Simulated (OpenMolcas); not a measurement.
# Zr³⁺ among point charges: CASSCF and CASPT2 levels and susceptibility

Aim: the splitting of the states of Zr³⁺ in the field of 4 point charges, its lowest levels with spin-orbit coupling and its magnetic susceptibility.

Method: state-averaged CASSCF and CASPT2, spin-orbit coupling by RASSI with atomic mean-field integrals. Code: OpenMolcas 26.06.

## 1. Starting point

| Item | Value |
| --- | --- |
| Species | Zr³⁺ (zirconium, Z = 40, 37 electrons) |
| Basis | ANO-RCC-VDZP [6s5p3d1f], 43 functions |
| Scalar Hamiltonian | DKH2, point nucleus |
| Inactive shells | 1s 2s 2p 3s 3p 3d 4s 4p |
| Active space | 1 electron in 5 orbitals (4d) |
| Some configurations of this space | 4d |
| Orbitals | optimised for each spin and parity, averaged over all roots |

The outer shells:

4d
```
4d [↑ ][  ][  ][  ][  ]
```

The ion sits among 4 point charges of -1.5 e arranged as a tetrahedron (Td), 2.16 Å from the ion.

Each step is its own input file, run in one work folder so that later steps find the files of earlier ones. Labels, J, g values, rates, χT and fits are worked out afterwards by a script from the matrices that RASSI stores.

## 2. One- and two-electron integrals

Input file a.inp:

```
&GATEWAY
Coord
1

Zr 0.0 0.0 0.0
Basis=ANO-RCC-VDZP
Group=NoSym
NoMove
AngMom=0.0 0.0 0.0
AMFI
XField
4 Angstrom 0
1.247077 1.247077 1.247077 -1.500000
1.247077 -1.247077 -1.247077 -1.500000
-1.247077 1.247077 -1.247077 -1.500000
-1.247077 -1.247077 1.247077 -1.500000
&SEWARD
```

On the command line:

```
$ OMP_NUM_THREADS=1 MOLCAS_MEM=1689 MOLCAS_PROJECT=a pymolcas a.inp > a.log
```

Standard output:

```text
Basis set label: ZR.ANO-RCC...6S5P3D1F.

      Electronic valence basis set:
      ------------------
      Associated Effective Charge  40.000000 au
      Associated Actual Charge     40.000000 au
      Nuclear Model: Point charge

      Shell  nPrim  nBasis  Cartesian Spherical Contaminant
         s      21       6        X
         p      18       5        X
         d      13       3                 X
         f       6       1                 X
                  Relativistic Douglas-Kroll-Hess integrals:
                    - DKH order of Hamiltonian: 2
                    - DKH order of Properties : 0
                  Atomic mean-field integrals
```

## 3. Reference wave functions, doublets, 5 roots

Input file a.inp:

```
&RASSCF
FileOrb=start.orb
Symmetry=1
Spin=2
nActEl=1 0 0
Inactive=18
Ras2=5
CIRoot=5 5 1
SDav=5
CIMx=300
Iter=120 100
PrWF=0.3
OrbListing=Nothing
MaxOrb=0
>>> COPY $Project.JobIph JOB001
```

On the command line:

```
$ OMP_NUM_THREADS=1 MOLCAS_MEM=1689 MOLCAS_PROJECT=a pymolcas a.inp > a.log
```

start.orb holds the contracted functions of the basis, ordered by shell, or the orbitals of the step before.

Standard output, shortened:

```text
[...]
      Number of active orbitals                  5
[...]
      Spin quantum number                      0.5
[...]
      Active orbitals                            5
[...]
      Number of CSFs                             5
      Number of root(s) required                 5
[...]
      Convergence after 11 iterations
[...]
      Natural orbitals and occupation numbers for root  1
      sym 1:  -0.000000   0.000000   1.000000   0.000000   0.000000
      Natural orbitals and occupation numbers for root  2
      sym 1:  -0.000000   0.000000   0.000000   0.000000   1.000000
      Natural orbitals and occupation numbers for root  3
      sym 1:   0.000000   0.000000   0.000000   1.000000   0.000000
::    RASSCF root number  1 Total energy:  -3598.77472822
::    RASSCF root number  2 Total energy:  -3598.77472822
::    RASSCF root number  3 Total energy:  -3598.75810442
::    RASSCF root number  4 Total energy:  -3598.75810442
::    RASSCF root number  5 Total energy:  -3598.75810442
```

## 4. RASSI: spin-orbit coupling between the states

Input file a.inp:

```
&RASSI
NrOfJobIphs=1 5
1 2 3 4 5
IphNames
JOB001
EJob
SpinOrbit
DIPRint=1.0
SOCoupling=1000.0
Subsets=2
Property=9
'ANGMOM' 1 'ANGMOM' 2 'ANGMOM' 3 'MLTPL  1' 1 'MLTPL  1' 2 'MLTPL  1' 3
'AMFI' 1 'AMFI' 2 'AMFI' 3
SOProperty=3
'ANGMOM' 1 'ANGMOM' 2 'ANGMOM' 3
```

On the command line:

```
$ OMP_NUM_THREADS=1 MOLCAS_MEM=1689 MOLCAS_PROJECT=a pymolcas a.inp > a.log
```

Standard output, shortened:

```text
SPIN-FREE ENERGIES:
  (Shifted by EMIN (a.u.) =      -3598.7747282215)
 SF State       Relative EMIN(au)   Rel lowest level(eV)    D:o, cm**(-1)      L_eff
     1             0.0000000000        0.0000000000              0.0000         2.0
     2             0.0000000000        0.0000000000              0.0000         2.0
     3             0.0166237966        0.4523565510           3648.5016         1.9
     4             0.0166237966        0.4523565510           3648.5016         1.9
     5             0.0166237966        0.4523565510           3648.5016         1.9
     Dipole printing threshold changed to   1.00000000E+00
[...]
Eigenvalues of complex Hamiltonian:
   -----------------------------------
  (Shifted by EMIN (a.u.) =      -3598.7747282215)
 SO State       Relative EMIN(au)   Rel lowest level(eV)    D:o, cm**(-1)     J-value
     1            -0.0004240496        0.0000000000              0.0000         1.4
     2            -0.0004240496        0.0000000000              0.0000         1.5
     3            -0.0004240496        0.0000000000              0.0000         1.3
     4            -0.0004240496        0.0000000000              0.0000         1.8
     5             0.0161157362        0.4500704979           3630.0634         1.1
     6             0.0161157362        0.4500704979           3630.0634         1.1
     7             0.0161157362        0.4500704979           3630.0634         2.0
     8             0.0161157362        0.4500704979           3630.0634         2.0
     9             0.0184880167        0.5146235404           4150.7188         1.9
    10             0.0184880167        0.5146235404           4150.7188         1.9
Weights of the five most important spin-orbit-free states for each spin-orbit state.
[...]
```

Time for these steps: 1.8 s (1 thread of Arm Neoverse V1, shared host).

States without spin-orbit coupling:

```tsv
state	degeneracy	E (cm-1)	free-ion L (%)
2E	2	0	D (100)
2T2	3	3649	D (100)
```

With spin-orbit coupling:

```json
{"E (cm-1)": "0.0", "Degeneracy": "4", "Label": "Γ8", "2S+1": "2", "g": ""}
{"E (cm-1)": "3630", "Degeneracy": "4", "Label": "Γ8", "2S+1": "2", "g": ""}
{"E (cm-1)": "4151", "Degeneracy": "2", "Label": "Γ7", "2S+1": "2", "g": "1.90 1.90 1.90"}
```

Principal g values are given for doublets only; a zero marks a field direction without first-order Zeeman splitting.

Powder χT (cm³ K/mol): 0.22 at 2 K, 0.22 at 5 K, 0.22 at 10 K, 0.22 at 20 K, 0.23 at 50 K, 0.24 at 100 K, 0.26 at 150 K, 0.27 at 200 K, 0.28 at 250 K, 0.30 at 300 K.

A ligand-field fit to the states below 45000 cm-1 gives 10Dq = -3649 cm-1, the gap between the two states.

Orbitals of the lowest block (energies include the constant potential of the surroundings):

```tsv
shell	space	energy (hartree)	mean occupation	⟨r²⟩ (bohr²)
1s	inactive	-664.4673	2.000	0.00182
2s	inactive	-94.3544	2.000	0.0310
2p	inactive	-83.9063	6.000	0.0245
3s	inactive	-16.2507	2.000	0.238
3p	inactive	-12.7406	6.000	0.246
3d	inactive	-6.9589	10.000	0.245
4s	inactive	-2.0394	2.000	1.66
4p	inactive	-1.0166	6.000	2.07
4d	RAS2		1.000	4.81
```

## 5. CASPT2: IPEA 0.25, imaginary shift 0.1 (closed shells correlated: 4s 4p)

Input file a.inp:

```
>>> COPY JOB001 $Project.JobIph
&CASPT2
Multistate=5 1 2 3 4 5
NoMult
Frozen=14
IPEA=0.25
Imaginary=0.1
MaxIter=60
WThr=0.0 0.3 0.05
PrWF=0.5
NoMix
```

Standard output:

```text
Orbital specifications:
      -----------------------

      Symmetry species                           1
                                                 a
      Frozen orbitals                           14
      Inactive orbitals                          4
      Active orbitals                            5
      Secondary orbitals                        20
      Deleted orbitals                           0
      Number of basis functions                 43
Type of calculation                        SS-CASPT2
      Fock operator                              state-specific
      IPEA shift                                 0.25
      Real shift                                 0.00
      Imaginary shift                            0.10
      The input orbitals will be transformed to quasi-canonical
Reference energy:       -3598.7747282215
      E2 (Non-variational):      -0.1645464470
      Shift correction:          -0.0001115263
      E2 (Variational):          -0.1646579733
      Total energy:           -3598.9393861948
      Residual norm:              0.0000004748
      Reference weight:           0.96032
      Contributions to the CASPT2 correlation energy
      Active & Virtual Only:         -0.0000000001
      One Inactive Excited:          -0.0336714934
      Two Inactive Excited:          -0.1308749534
Reference energy:       -3598.7747282215
      E2 (Non-variational):      -0.1645699163
      Shift correction:          -0.0001116101
      E2 (Variational):          -0.1646815264
      Total energy:           -3598.9394097478
      Residual norm:              0.0000004793
      Reference weight:           0.96030
      Contributions to the CASPT2 correlation energy
      Active & Virtual Only:         -0.0000000001
      One Inactive Excited:          -0.0336956617
      Two Inactive Excited:          -0.1308742545
::    CASPT2 Root  1     Total energy:  -3598.93938619
::    CASPT2 Root  2     Total energy:  -3598.93940975
::    CASPT2 Root  3     Total energy:  -3598.92294454
::    CASPT2 Root  4     Total energy:  -3598.92350653
::    CASPT2 Root  5     Total energy:  -3598.92350651
```

This run took 0.62 s in all on 1 thread of Arm Neoverse V1, shared host.

SS-CASPT2: lowest energy less the reference's lowest, -0.1647 hartree; reference weights 0.960.

Spin-free states, with their symmetry labels:

```tsv
state	degeneracy	E (cm-1)	free-ion L (%)
2E	2	0	D (100)
2T2	3	3529	D (100)
```

With spin-orbit coupling:

```json
{"E (cm-1)": "0", "Degeneracy": "4", "Label": "Γ8", "2S+1": "2", "g": ""}
{"E (cm-1)": "3520", "Degeneracy": "4", "Label": "Γ8", "2S+1": "2", "g": ""}
{"E (cm-1)": "4030", "Degeneracy": "2", "Label": "Γ7", "2S+1": "2", "g": "1.90 1.90 1.90"}
```

Powder χT (cm³ K/mol): 0.22 at 2 K, 0.22 at 5 K, 0.22 at 10 K, 0.22 at 20 K, 0.23 at 50 K, 0.24 at 100 K, 0.25 at 150 K, 0.27 at 200 K, 0.28 at 250 K, 0.29 at 300 K.

A ligand-field fit to the states below 45000 cm-1 gives 10Dq = -3529 cm-1, the gap between the two states.

## 6. The methods side by side

A. CASSCF
B. SS-CASPT2, IPEA 0.25, imaginary shift 0.1 (closed shells correlated: 4s 4p)

```tsv
method	ground state	first state of that spin (cm-1)	first gap with spin-orbit (cm-1)	χT at 300 K
A	2E	2T2 3649	3630.1	0.30
B	2E	2T2 3529	3516.8	0.29
```

## 7. Results

| quantity | value |
| --- | --- |
| method | SS-CASPT2, IPEA 0.25, imaginary shift 0.1 (closed shells correlated: 4s 4p) |
| spin-free ground state | 2E, 2-fold in its orbital part |
| first state of the same spin within the active space | 2T2 at 3530 cm⁻¹ |
| lowest level | 4-fold Γ8 |
| next level | 3516.8 cm⁻¹ |
| χT at 300 K | 0.29 cm³ K/mol |
| effective moment at 300 K | 1.53 μB |

Cost by method:

```tsv
method	time of its own steps	time with the reference
A. CASSCF	1.8 s	1.8 s
B. SS-CASPT2, IPEA 0.25, imaginary shift 0.1, +4s 4p	0.62 s	2.4 s
```

Times are of one thread on a shared host.

What this shows: The spin-free ground state (2E) comes to 100 % from free-ion D terms and keeps the highest spin of the shell. χT at 300 K is 0.29, against 0.38 cm³ K/mol for the spin alone, so orbital moment lowers it. A ligand-field fit to the states below 45000 cm-1 gives 10Dq = -3529 cm-1, the gap between the two states. CASPT2 does not keep the components of a term degenerate, and the means are used. An orbital doublet at a regular site is open to a Jahn-Teller distortion, which this geometry leaves out. The field of point charges can differ much from that of real complexes. This is an electrostatic model: the charges have no orbitals.
